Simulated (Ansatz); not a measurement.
**CH6OSeSi: how energies converge with the basis set**

The task here is to estimate one member of a computed series from the others.

Method: one geometry, several basis sets; program: Ansatz 0.2.0, Gaussian basis.

The runs, in order: PBE0-D4/def2-SVP; ωB97M-V/def2-SVP; PBE0-D4/def2-QZVPP; ωB97M-V/def2-QZVPP; the functionals' def2-TZVPP values are taken from earlier runs.

### The geometry

All runs share one geometry, relaxed beforehand with PBE0-D4 in a triple-zeta def2 set.

SMILES `CO[SiH2][SeH]`, 10 atoms, charge 0, spin multiplicity 1.

Atoms are counted from 1 here; the program's logs count them from 0.

Bond lengths: C1–O2 1.411 Å, C1–H5 1.096 Å, C1–H6 1.096 Å, C1–H7 1.091 Å, O2–Si3 1.639 Å, Si3–Se4 2.261 Å, Si3–H8 1.487 Å, Si3–H9 1.486 Å, Se4–H10 1.469 Å. Angles: O2–C1–H5 111.3°, O2–C1–H6 111.6°, O2–C1–H7 108.1°, H5–C1–H6 108.6°, H5–C1–H7 108.5°, H6–C1–H7 108.6°, C1–O2–Si3 122.4°, O2–Si3–Se4 109.9°, O2–Si3–H8 109.0°, O2–Si3–H9 111.8°, Se4–Si3–H8 111.2°, Se4–Si3–H9 105.1°, H8–Si3–H9 109.8°, Si3–Se4–H10 92.7°.

Set-up of the first run:

Input file in.yaml:

```yaml
crystal:
  periodic: [false, false, false]
  atoms:
    - {symbol: C, position_ang: [0.459479, 1.568173, 0.455758]}
    - {symbol: O, position_ang: [0.708362, 0.213620, 0.148829]}
    - {symbol: Si, position_ang: [-0.400271, -0.737659, -0.594115]}
    - {symbol: Se, position_ang: [0.296759, -2.888671, -0.578070]}
    - {symbol: H, position_ang: [0.431134, 2.182858, -0.450613]}
    - {symbol: H, position_ang: [-0.487822, 1.693410, 0.993273]}
    - {symbol: H, position_ang: [1.269786, 1.925985, 1.092508]}
    - {symbol: H, position_ang: [-1.706947, -0.591166, 0.101035]}
    - {symbol: H, position_ang: [-0.551887, -0.390809, -2.031487]}
    - {symbol: H, position_ang: [0.064408, -3.026842, 0.865782]}
basis:
  gaussian: {orbitals: def2-SVP}
hamiltonian: {xc: pbe0, dispersion: d4}
output: {orbitals: {seedname: orbitals}}
```

Among the steps run: PBE0-D4 in def2-SVP; ωB97M-V in def2-SVP; PBE0-D4 in def2-QZVPP; ωB97M-V in def2-QZVPP.

One table of the session follows, with a row left open; its other results are not shown here.

It belongs to the step «Functionals by basis». 

| functional | basis | HOMO (eV) | LUMO (eV) |
| --- | --- | --- | --- |
| PBE0-D4 | def2-SVP | -7.05 | 0.44 |
| PBE0-D4 | def2-TZVPP | ? | ? |
| PBE0-D4 | def2-QZVPP | -7.20 | -0.08 |
| ωB97M-V | def2-SVP | -9.20 | 2.45 |
| ωB97M-V | def2-TZVPP | -9.35 | 1.92 |
| ωB97M-V | def2-QZVPP | -9.37 | 1.43 |

Estimate the missing values for PBE0-D4, def2-TZVPP.

**Answer.** HOMO (eV): -7.18; LUMO (eV): 0.11. In the column «HOMO (eV)» it lies between PBE0-D4, def2-QZVPP (-7.20) and PBE0-D4, def2-SVP (-7.05).
